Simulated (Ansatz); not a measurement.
# InSiH5: a ladder of functionals and wavefunction methods

An exercise on one series of results from a longer session: the logs are not shown, and one member is left open.

The runs use Ansatz 0.2.0, Gaussian basis; functionals in def2-TZVPP, the program's frozen cores in correlated methods.

The runs, in order: LDA (SPW92), PBE-D4, revPBE-D4, BLYP-D4, r2SCAN-D4, B97M-V, PBE0-D4, B3LYP-D4, r2SCANh-D4, r2SCAN0-D4, HSE06-D4, BHLYP-D4, CAM-B3LYP-D4, LC-ωPBE, ωB97X-V, ωB97M-V, B2PLYP, PBE-QIDH; CCSD(T)/def2-SVP; CCSD(T)/def2-TZVPP; MP2/def2-QZVPP; extrapolation to the limit; RPA on PBE.

### Structure used throughout

An earlier PBE0-D4 in a triple-zeta def2 set relaxation fixed the geometry. In takes the def2 core potential; no spin-orbit term is included.

SMILES `[SiH3][InH2]`, 7 atoms, charge 0, spin multiplicity 1.

Atoms are counted from 1 here; the program's logs count them from 0.

Bond lengths: Si1–In2 2.575 Å, Si1–H3 1.488 Å, Si1–H4 1.491 Å, Si1–H5 1.491 Å, In2–H6 1.729 Å, In2–H7 1.730 Å. Angles: In2–Si1–H3 113.2°, In2–Si1–H4 110.5°, In2–Si1–H5 110.1°, H3–Si1–H4 107.8°, H3–Si1–H5 107.7°, H4–Si1–H5 107.3°, Si1–In2–H6 122.1°, Si1–In2–H7 119.9°, H6–In2–H7 118.0°.

Geometry (Å):

```xyz
7

Si   -0.66712   -0.64152   -0.64207
In    0.83084    0.83760    0.84048
H    -2.11986   -0.37113   -0.46358
H    -0.43202   -2.08333   -0.34589
H    -0.33804   -0.42550   -2.08005
H     0.17913    2.06213    1.87200
H     2.54707    0.62175    0.81911
```

The first run:

The input, in.yaml:

```yaml
crystal:
  periodic: [false, false, false]
  atoms:
    - {symbol: Si, position_ang: [-0.667121, -0.641519, -0.642066]}
    - {symbol: In, position_ang: [0.830842, 0.837600, 0.840482]}
    - {symbol: H, position_ang: [-2.119861, -0.371129, -0.463583]}
    - {symbol: H, position_ang: [-0.432024, -2.083331, -0.345893]}
    - {symbol: H, position_ang: [-0.338037, -0.425501, -2.080050]}
    - {symbol: H, position_ang: [0.179130, 2.062129, 1.871996]}
    - {symbol: H, position_ang: [2.547071, 0.621750, 0.819114]}
basis:
  gaussian: {orbitals: def2-TZVPP}
hamiltonian: {xc: lda}
output: {orbitals: {seedname: orbitals}}
```

Among the steps run: LDA; PBE-D4 (GGA); revPBE-D4 (GGA); BLYP-D4 (GGA); r2SCAN-D4 (meta-GGA); B97M-V (meta-GGA); PBE0-D4 (hybrid); B3LYP-D4 (hybrid); r2SCANh-D4 (hybrid); r2SCAN0-D4 (hybrid); HSE06-D4 (hybrid); BHLYP-D4 (hybrid); CAM-B3LYP-D4 (range-separated); LC-ωPBE (range-separated); ωB97X-V (range-separated); ωB97M-V (range-separated); B2PLYP (double hybrid); PBE-QIDH (double hybrid).

One table of the session follows, with a row left open; its other results are not shown here.

It belongs to the step «Orbital energies across the functionals». 

| functional | HOMO (eV) | LUMO (eV) | gap (eV) |
| --- | --- | --- | --- |
| LDA (SPW92) | -6.47 | -3.12 | 3.34 |
| PBE-D4 | -6.36 | -2.88 | 3.48 |
| revPBE-D4 | -6.31 | -2.77 | 3.55 |
| BLYP-D4 | ? | ? | ? |
| r2SCAN-D4 | -6.59 | -2.64 | 3.95 |
| B97M-V | -6.68 | -2.92 | 3.76 |
| PBE0-D4 | -7.37 | -2.14 | 5.22 |
| B3LYP-D4 | -7.18 | -2.41 | 4.77 |
| r2SCANh-D4 | -6.96 | -2.38 | 4.58 |
| r2SCAN0-D4 | -7.52 | -2.01 | 5.51 |
| HSE06-D4 | -6.98 | -2.50 | 4.47 |
| BHLYP-D4 | -8.27 | -1.47 | 6.80 |
| CAM-B3LYP-D4 | -8.59 | -1.31 | 7.28 |
| LC-ωPBE | -9.87 | -0.20 | 9.66 |
| ωB97X-V | -9.55 | -0.34 | 9.21 |
| ωB97M-V | -9.36 | -0.61 | 8.76 |

Estimate the missing values for BLYP-D4.

Worked estimate for «HOMO (eV)». Against the share of exact exchange, B3LYP-D4 (0.2, -7.18), BHLYP-D4 (0.5, -8.27) give a slope of -3.63 per unit share; at 0 the line stands at -6.45.

**Answer.** HOMO (eV): -6.22; LUMO (eV): -2.84; gap (eV): 3.38. In «HOMO (eV)» the line misses by -0.23.
